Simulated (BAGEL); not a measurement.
# AlSi2H5O (SMILES [SiH3][Al]1[O][SiH2]1): a chain of runs

Aim: the energy (HF/cc-pVDZ), then the energy (NEVPT2(2,2)/cc-pVDZ), then the energy (CASPT2(2,2)/cc-pVDZ) of AlSi2H5O. 

Program for the calculation: BAGEL 1.2.2.

## 1. Starting point

AlSi2H5O has 9 atoms, charge 0, and is taken as a singlet. SMILES: `[SiH3][Al]1[O][SiH2]1`. One bond was lengthened or shortened from a relaxed shape.

Bond lengths: Si1–Al2 2.450 Å, Al2–O3 1.745 Å, Al2–Si4 2.280 Å, O3–Si4 1.688 Å, Si1–H5 1.488 Å, Si1–H6 1.489 Å, Si1–H7 1.264 Å, Si4–H8 1.490 Å, Si4–H9 1.490 Å. Some angles: Si1–Al2–O3 129.7°, Si1–Al2–Si4 177.0°, O3–Al2–Si4 47.3°, Al2–O3–Si4 83.2°, Al2–Si4–O3 49.5°, Al2–Si1–H5 109.6°, Al2–Si1–H6 109.4°, Al2–Si1–H7 111.5°, Al2–Si4–H8 126.2°, Al2–Si4–H9 126.3°.

## 2. The energy at HF/cc-pVDZ (density fitting with svp-jkfit) (run 1)

The input, input.json:

```json
{ "bagel": [

{
  "title": "molecule",
  "basis": "cc-pvdz.json",
  "df_basis": "svp-jkfit",
  "angstrom": true,
  "geometry": [
    { "atom": "Si", "xyz": [   -0.476022,    1.776444,   -1.457003 ] },
    { "atom": "Al", "xyz": [    0.051978,   -0.089556,    0.040497 ] },
    { "atom": "O", "xyz": [    1.569578,   -0.905956,    0.311997 ] },
    { "atom": "Si", "xyz": [    0.655478,   -1.818356,    1.398597 ] },
    { "atom": "H", "xyz": [   -1.586922,    1.386044,   -2.367203 ] },
    { "atom": "H", "xyz": [   -0.923222,    2.945744,   -0.651603 ] },
    { "atom": "H", "xyz": [    0.526500,    2.112800,   -2.150200 ] },
    { "atom": "H", "xyz": [    0.580178,   -3.268256,    1.064697 ] },
    { "atom": "H", "xyz": [    1.105878,   -1.710656,    2.814597 ] }
  ]
},
{
  "title": "hf"
},
{
  "title": "print",
  "file": "orbitals.molden",
  "orbitals": true
}

]}
```

The basis set cc-pVDZ is read from a file made from the Basis Set Exchange's data (not shown).

Started as:

```sh
BAGEL_NUM_THREADS=1 BAGEL input.json > input.out
```

The program printed:

```text
* using 1 threads per process

  ===============================================================
  ===============================================================

  *** Geometry ***

  { "atom" : "Si", "xyz" : [     -0.899551,      3.356993,     -2.753337 ] },
  { "atom" : "Al", "xyz" : [      0.098224,     -0.169236,      0.076528 ] },
  { "atom" : "O", "xyz" : [      2.966073,     -1.712009,      0.589589 ] },
  { "atom" : "Si", "xyz" : [      1.238674,     -3.436195,      2.642965 ] },
  { "atom" : "H", "xyz" : [     -2.998848,      2.619244,     -4.473365 ] },
  { "atom" : "H", "xyz" : [     -1.744637,      5.566649,     -1.231351 ] },
  { "atom" : "H", "xyz" : [      0.994941,      3.992613,     -4.063289 ] },
  { "atom" : "H", "xyz" : [      1.096378,     -6.176109,      2.011986 ] },
  { "atom" : "H", "xyz" : [      2.089807,     -3.232671,      5.318817 ] },

  Number of auxiliary basis functions:      551

  Since a DF basis is specified, we compute 2- and 3-index integrals:
    o Being stored without compression. Storage requirement is 0.038 GB

  Number of basis functions:       93
  Number of electrons      :       54

    * METHOD: MOLECULE                             0.30

  *** RHF ***

  === Nuclear Repulsion ===
   236.0866775872

      * DIIS with orbital gradients will be used.

  === RHF iteration (cc-pvdz.json) ===
      0       -897.22712773          0.01601735           0.11
      1       -897.31033860          0.01747517           0.11
      2       -897.53632988          0.00190698           0.11
      3       -897.54072990          0.00038840           0.11
      4       -897.54094917          0.00009920           0.11
      5       -897.54096549          0.00002994           0.11
      6       -897.54096734          0.00000974           0.11
      7       -897.54096757          0.00000369           0.11
      8       -897.54096759          0.00000064           0.11
      9       -897.54096759          0.00000019           0.11
     10       -897.54096759          0.00000006           0.11
     11       -897.54096759          0.00000002           0.11
     12       -897.54096759          0.00000001           0.11
    * SCF iteration converged.

    * Permanent dipole moment:
           (    0.732253,    -0.490665,     0.227502) a.u.

    * METHOD: HF                                   1.64

    * METHOD: PRINT                                0.02

  ===============================================================
```

Run time: 2.1 s. Hardware: 1 thread of Arm Neoverse V2, shared host; peak memory 0.15 GiB.

## 3. The energy at NEVPT2(2,2)/cc-pVDZ (density fitting with svp-jkfit) (run 2)

The input, input.json:

```json
{ "bagel" : [

{
  "title" : "molecule",
  "basis" : "cc-pvdz.json",
  "df_basis" : "svp-jkfit",
  "angstrom" : true,
  "geometry" : [
    { "atom" : "Si", "xyz" : [      -0.476022,       1.776444,      -1.457003 ] },
    { "atom" : "Al", "xyz" : [       0.051978,      -0.089556,       0.040497 ] },
    { "atom" : "O", "xyz" : [       1.569578,      -0.905956,       0.311997 ] },
    { "atom" : "Si", "xyz" : [       0.655478,      -1.818356,       1.398597 ] },
    { "atom" : "H", "xyz" : [      -1.586922,       1.386044,      -2.367203 ] },
    { "atom" : "H", "xyz" : [      -0.923222,       2.945744,      -0.651603 ] },
    { "atom" : "H", "xyz" : [       0.526500,       2.112800,      -2.150200 ] },
    { "atom" : "H", "xyz" : [       0.580178,      -3.268256,       1.064697 ] },
    { "atom" : "H", "xyz" : [       1.105878,      -1.710656,       2.814597 ] }
  ]
},

{
  "title" : "hf"
},

{
  "title" : "casscf",
  "nstate" : 1,
  "nact" : 2,
  "nclosed" : 26,
  "active" : [18, 33],
  "maxiter" : 200,
  "natocc" : true
},

{
  "title" : "nevpt2",
  "nstate" : 1,
  "nact" : 2,
  "nclosed" : 26,
  "active" : [18, 33],
  "maxiter" : 200,
  "natocc" : true,
  "ncore" : 16
},

{
  "title" : "print",
  "file" : "orbitals.molden",
  "orbitals" : true
}

]}
```

The basis set cc-pVDZ is read from a file made from the Basis Set Exchange's data (not shown).

Started as:

```sh
BAGEL_NUM_THREADS=1 BAGEL input.json > input.out
```

The program printed:

```text
* using 1 threads per process

  ===============================================================
  ===============================================================

  *** Geometry ***

  { "atom" : "Si", "xyz" : [     -0.899551,      3.356993,     -2.753337 ] },
  { "atom" : "Al", "xyz" : [      0.098224,     -0.169236,      0.076528 ] },
  { "atom" : "O", "xyz" : [      2.966073,     -1.712009,      0.589589 ] },
  { "atom" : "Si", "xyz" : [      1.238674,     -3.436195,      2.642965 ] },
  { "atom" : "H", "xyz" : [     -2.998848,      2.619244,     -4.473365 ] },
  { "atom" : "H", "xyz" : [     -1.744637,      5.566649,     -1.231351 ] },
  { "atom" : "H", "xyz" : [      0.994941,      3.992613,     -4.063289 ] },
  { "atom" : "H", "xyz" : [      1.096378,     -6.176109,      2.011986 ] },
  { "atom" : "H", "xyz" : [      2.089807,     -3.232671,      5.318817 ] },

  Number of auxiliary basis functions:      551

  Since a DF basis is specified, we compute 2- and 3-index integrals:
    o Being stored without compression. Storage requirement is 0.038 GB

  Number of basis functions:       93
  Number of electrons      :       54

    * METHOD: MOLECULE                             0.30

  *** RHF ***

  === Nuclear Repulsion ===
   236.0866775872

      * DIIS with orbital gradients will be used.

  === RHF iteration (cc-pvdz.json) ===
      0       -897.22712773          0.01601735           0.11
      1       -897.31033860          0.01747517           0.10
      2       -897.53632988          0.00190698           0.11
      3       -897.54072990          0.00038840           0.11
      4       -897.54094917          0.00009920           0.11
      5       -897.54096549          0.00002994           0.10
      6       -897.54096734          0.00000974           0.10
      7       -897.54096757          0.00000369           0.10
      8       -897.54096759          0.00000064           0.09
      9       -897.54096759          0.00000019           0.10
     10       -897.54096759          0.00000006           0.10
     11       -897.54096759          0.00000002           0.10
     12       -897.54096759          0.00000001           0.10
    * SCF iteration converged.

    * Permanent dipole moment:
           (    0.732253,    -0.490665,     0.227502) a.u.

    * METHOD: HF                                   1.55

  ---------------------------
      CASSCF calculation
  ---------------------------

    ==== Active orbitals : =====
         Orbital 18
         Orbital 33
    ============================

    * nstate   :      1
    * nclosed  :     26
    * nact     :      2
    * nvirt    :     65
  === CASSCF iteration (cc-pvdz.json) ===

    * Using the second-order algorithm

      0  0      -897.54106345     2.02e-05      0.03

      1  0      -897.54218976     1.43e-04      0.41

      2  0      -897.54623603     3.59e-04      0.54

      3  0      -897.54945937     9.56e-04      0.58

      4  0      -897.55173690     1.51e-04      0.66

      5  0      -897.55179312     4.31e-05      0.68

      6  0      -897.55179454     1.36e-05      0.72

      7  0      -897.55179463     3.93e-06      0.71

      8  0      -897.55179463     1.09e-06      0.76

      9  0      -897.55179463     2.95e-07      0.75

     10  0      -897.55179463     7.98e-08      0.72

     11  0      -897.55179463     2.15e-08      0.59

     12  0      -897.55179463     5.79e-09      0.56

    * Second-order optimization converged. *

     guess   0:   closed 1.                   open ..

  === FCI iteration ===

      0  0      -897.54087444     6.95e-02      0.00
      1  0      -897.55179267     7.02e-04      0.00
      2  0 *    -897.55179463     3.80e-16      0.00

     * ci vector, state   0, <S^2> = 0.0000
       2.     0.9969247105
       .2    -0.0783653083

    * METHOD: CASSCF                               7.94

    * freezing 16 orbitals

  === DF-NEVPT2 calculation ===

    * 3-index integral transformation done
    * assembly done

      NEVPT2 correlation energy:   -0.4274511818      0.16

          (+0)     -0.3946077880
          (+0)'    -0.0032823157
          (+1)     -0.0033163371
          (+1)'    -0.0000000000
          (+2)     -0.0001662341
          (-1)     -0.0148939942
          (-1)'     0.0000000000
          (-2)     -0.0111845126

      NEVPT2 total energy:       -897.9792458142

    * METHOD: NEVPT2                               0.34

    * METHOD: PRINT                                0.02

  ===============================================================
```

It took 11 s on 1 thread of Arm Neoverse V2, shared host; peak memory 0.15 GiB.

## 4. The energy at CASPT2(2,2)/cc-pVDZ (density fitting with svp-jkfit) (run 3)

Changes to input.json since step 3:

```diff
@@ -20,32 +20,9 @@
 
-{
-  "title" : "hf"
-},
+{ "title" : "hf" },
 
-{
-  "title" : "casscf",
-  "nstate" : 1,
-  "nact" : 2,
-  "nclosed" : 26,
-  "active" : [18, 33],
-  "maxiter" : 200,
-  "natocc" : true
-},
+{ "title" : "casscf", "nstate" : 1, "nact" : 2, "nclosed" : 26, "active" : [18, 33], "maxiter" : 200, "natocc" : true },
 
-{
-  "title" : "nevpt2",
-  "nstate" : 1,
-  "nact" : 2,
-  "nclosed" : 26,
-  "active" : [18, 33],
-  "maxiter" : 200,
-  "natocc" : true,
-  "ncore" : 16
-},
+{ "title" : "print", "file" : "orbitals.molden", "orbitals" : true },
 
-{
-  "title" : "print",
-  "file" : "orbitals.molden",
-  "orbitals" : true
-}
+{ "title" : "smith", "method" : "caspt2", "ms" : true, "xms" : true, "sssr" : true, "shift" : 0.2, "shift_imag" : true, "ncore" : 16 }
```

The basis set cc-pVDZ is read from a file made from the Basis Set Exchange's data (not shown).

Started as:

```sh
BAGEL_NUM_THREADS=1 BAGEL input.json > input.out
```

The program printed:

```text
* using 1 threads per process

  ===============================================================
  ===============================================================

  *** Geometry ***

  { "atom" : "Si", "xyz" : [     -0.899551,      3.356993,     -2.753337 ] },
  { "atom" : "Al", "xyz" : [      0.098224,     -0.169236,      0.076528 ] },
  { "atom" : "O", "xyz" : [      2.966073,     -1.712009,      0.589589 ] },
  { "atom" : "Si", "xyz" : [      1.238674,     -3.436195,      2.642965 ] },
  { "atom" : "H", "xyz" : [     -2.998848,      2.619244,     -4.473365 ] },
  { "atom" : "H", "xyz" : [     -1.744637,      5.566649,     -1.231351 ] },
  { "atom" : "H", "xyz" : [      0.994941,      3.992613,     -4.063289 ] },
  { "atom" : "H", "xyz" : [      1.096378,     -6.176109,      2.011986 ] },
  { "atom" : "H", "xyz" : [      2.089807,     -3.232671,      5.318817 ] },

  Number of auxiliary basis functions:      551

  Since a DF basis is specified, we compute 2- and 3-index integrals:
    o Being stored without compression. Storage requirement is 0.038 GB

  Number of basis functions:       93
  Number of electrons      :       54

    * METHOD: MOLECULE                             0.28

  *** RHF ***

  === Nuclear Repulsion ===
   236.0866775872

      * DIIS with orbital gradients will be used.

  === RHF iteration (cc-pvdz.json) ===
      0       -897.22712773          0.01601735           0.11
      1       -897.31033860          0.01747517           0.11
      2       -897.53632988          0.00190698           0.11
      3       -897.54072990          0.00038840           0.11
      4       -897.54094917          0.00009920           0.11
      5       -897.54096549          0.00002994           0.11
      6       -897.54096734          0.00000974           0.11
      7       -897.54096757          0.00000369           0.11
      8       -897.54096759          0.00000064           0.11
      9       -897.54096759          0.00000019           0.11
     10       -897.54096759          0.00000006           0.11
     11       -897.54096759          0.00000002           0.11
     12       -897.54096759          0.00000001           0.11
    * SCF iteration converged.

    * Permanent dipole moment:
           (    0.732253,    -0.490665,     0.227502) a.u.

    * METHOD: HF                                   1.66

  ---------------------------
      CASSCF calculation
  ---------------------------

    ==== Active orbitals : =====
         Orbital 18
         Orbital 33
    ============================

    * nstate   :      1
    * nclosed  :     26
    * nact     :      2
    * nvirt    :     65
  === CASSCF iteration (cc-pvdz.json) ===

    * Using the second-order algorithm

      0  0      -897.54106345     2.02e-05      0.03

      1  0      -897.54218976     1.43e-04      0.45

      2  0      -897.54623603     3.59e-04      0.58

      3  0      -897.54945937     9.56e-04      0.58

      4  0      -897.55173690     1.51e-04      0.65

      5  0      -897.55179312     4.31e-05      0.67

      6  0      -897.55179454     1.36e-05      0.73

      7  0      -897.55179463     3.93e-06      0.70

      8  0      -897.55179463     1.09e-06      0.75

      9  0      -897.55179463     2.95e-07      0.74

     10  0      -897.55179463     7.98e-08      0.71

     11  0      -897.55179463     2.15e-08      0.60

     12  0      -897.55179463     5.79e-09      0.58

    * Second-order optimization converged. *

     guess   0:   closed 1.                   open ..

  === FCI iteration ===

      0  0      -897.54087444     6.95e-02      0.00
      1  0      -897.55179267     7.02e-04      0.00
      2  0 *    -897.55179463     3.80e-16      0.00

     * ci vector, state   0, <S^2> = 0.0000
       2.     0.9969247105
       .2    -0.0783653083

    * METHOD: CASSCF                               8.02

    * METHOD: PRINT                                0.02

  === SMITH program ===

    * freezing 16 orbitals

    * Approximate memory requirement for SMITH calulation per MPI process:
      o Storage requirement for T-amplitude, lambda, and residual is 0.02 GB
      o Storage requirement for MO integrals is 0.01 GB
    * Calculating and saving rdm4f

    * Zeroth order energy : state  0       -1.1401927468

    * CASPT2 iteration is performed using orthogonal basis

      -------------------------------------------  CASPT2 iteration  ---------------------------------------------------
       #      aibj      arbs      arbi      airj      risj      airs      arst      rist         Etot      error   time
      ------------------------------------------------------------------------------------------------------------------

       0  -0.39243  -0.01346  -0.01513  -0.00402  -0.00026  -0.00297  -0.00000  -0.00000   -0.4282632  0.0014668   0.06
       1  -0.39290  -0.01353  -0.01527  -0.00430  -0.00031  -0.00317   0.00000  -0.00000   -0.4294939  0.0003879   0.06
       2  -0.39292  -0.01353  -0.01529  -0.00434  -0.00031  -0.00317  -0.00000  -0.00000   -0.4295800  0.0001137   0.06
       3  -0.39292  -0.01353  -0.01530  -0.00433  -0.00032  -0.00318  -0.00000  -0.00000   -0.4295857  0.0000312   0.06
       4  -0.39292  -0.01353  -0.01530  -0.00433  -0.00032  -0.00318   0.00000  -0.00000   -0.4295862  0.0000084   0.06
       5  -0.39292  -0.01353  -0.01530  -0.00433  -0.00032  -0.00318  -0.00000   0.00000   -0.4295863  0.0000020   0.06
       6  -0.39292  -0.01353  -0.01530  -0.00433  -0.00032  -0.00318  -0.00000   0.00000   -0.4295863  0.0000007   0.07

      ------------------------------------------------------------------------------------------------------------------

    * CASPT2 energy : state  0     -897.9848446541
        w/o shift correction       -897.9813808909
        reference weight              0.8532804878

    * METHOD: SMITH                                0.69

  ===============================================================
```

It took 11 s on 1 thread of Arm Neoverse V2, shared host; peak memory 0.2 GiB.

## 5. Summary of results

```
                                quantity          value
         run 1, HF/cc-pVDZ: total energy  -897.54097 Eh
        run 1, HF/cc-pVDZ: dipole moment         2.31 D
          run 1, HF/cc-pVDZ: HOMO energy       -8.29 eV
          run 1, HF/cc-pVDZ: LUMO energy        1.08 eV
        run 1, HF/cc-pVDZ: HOMO–LUMO gap        9.37 eV
run 2, NEVPT2(2,2)/cc-pVDZ: total energy  -897.97925 Eh
run 3, CASPT2(2,2)/cc-pVDZ: total energy  -897.98484 Eh
```
